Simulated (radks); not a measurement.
**K⁴⁺ in [Ne] 3s2 3p3: an all-electron calculation**

The task here is to estimate one member of a computed series from the others.

The numbers are computed with radks (a radial shooting solver on a logarithmic mesh, Libxc functionals) version 1 (non-relativistic Kohn-Sham, TPSS, spin-polarised, spherical densities, point nucleus; open shells are filled with parallel spins first), except any that are marked as measured or tabulated.

**What is computed**

- element: potassium (Z = 19)
- charge: +4
- electrons: 15
- configuration: [Ne] 3s2 3p3

The outer shells:

K⁴⁺
```
[Ne] core
3s [↑↓]
3p [↑ ][↑ ][↑ ]
```

Set-up of the first run:

Settings of this run:

```text
Z 19
configuration [Ne] 3s2 3p3 4s0 3d0
relativity non-relativistic
functional tpss,tpss
spin polarised
nucleus point
```

On the command line:

```bash
python run_ks.py task.json out
```

All runs below come from this command, one after another.

Steps of the session up to this table: Self-consistent calculation.

One of the session's tables, all rows but one given; the rest of the session is left out.

It belongs to the step «Shells». Sizes of the orbitals, from the radial functions (bohr):

```
  level      <r>  outermost maximum (interpolated)  90 % within  nodes
  1s up  0.08148                            0.0535        0.145      0
1s down  0.08146                            0.0535        0.145      0
  2s up   0.3884                             0.319        0.605      1
2s down        ?                                 ?            ?      ?
  2p up   0.3500                             0.262        0.578      0
2p down   0.3499                             0.263        0.577      0
  3s up    1.170                              1.04         1.72      2
3s down    1.183                              1.04         1.75      2
  3p up    1.235                              1.07         1.85      1
3p down    1.259                              1.09         1.90      1
  3d up    1.371                              1.10         2.16      0
3d down    1.428                              1.13         2.28      0
  4s up    2.700                              2.56         3.83      3
```

Q: Estimate the row for 2s down from the others.

**Answer.** <r>: 0.3881; outermost maximum (interpolated): 0.319; 90 % within: 0.604; nodes: 1. In the column «<r>» it lies between 2p up (0.3500) and 2s up (0.3884).

Limits of these values: Open shells are spherical and high-spin; term and fine-structure splittings are not resolved.
